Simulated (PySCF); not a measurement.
# H4Se4V ([V(SeH)4]-): the cost of one run

Computed with PySCF 2.14.0 and routines of our own; the level stands in each step. Atoms count from 0.

## 1. The starting structure

9 atoms, charge -1, states of the metal's open shell are computed; geometry from: model start, shaken.

## 2. Geometry optimisation at PBE0-D3(BJ)/def2-SVP

The job: settings as JSON, then the geometry in Å.

```
{"job": {"xc": "PBE0", "basis": "def2-SVP", "d3": "d3bj", "grid": 1, "maxiter": 45, "kind": "geom"}, "charge": -1, "metal": "V", "open_shell": "d2"}
V      0.000020     0.004480    -0.004110
Se     1.366510     1.373050     1.364990
H      0.482480     2.552290     1.499500
Se    -1.389170    -1.372520     1.385220
H     -0.480000    -2.546150     1.506450
Se    -1.369440     1.359700    -1.386730
H     -2.560710     0.462240    -1.534510
Se     1.376340    -1.398880    -1.375800
H      2.534540    -0.484380    -1.544640
```

The run is started by

```console
$ OMP_NUM_THREADS=1 python lf_run.py task.json out
```

One launch serves the whole session: the jobs run in the order shown.

Q: Estimate the wall time and peak memory of this first job on 1 thread of Arm Neoverse V2, shared host.

About 23 min, with a peak of 1.3 GiB.
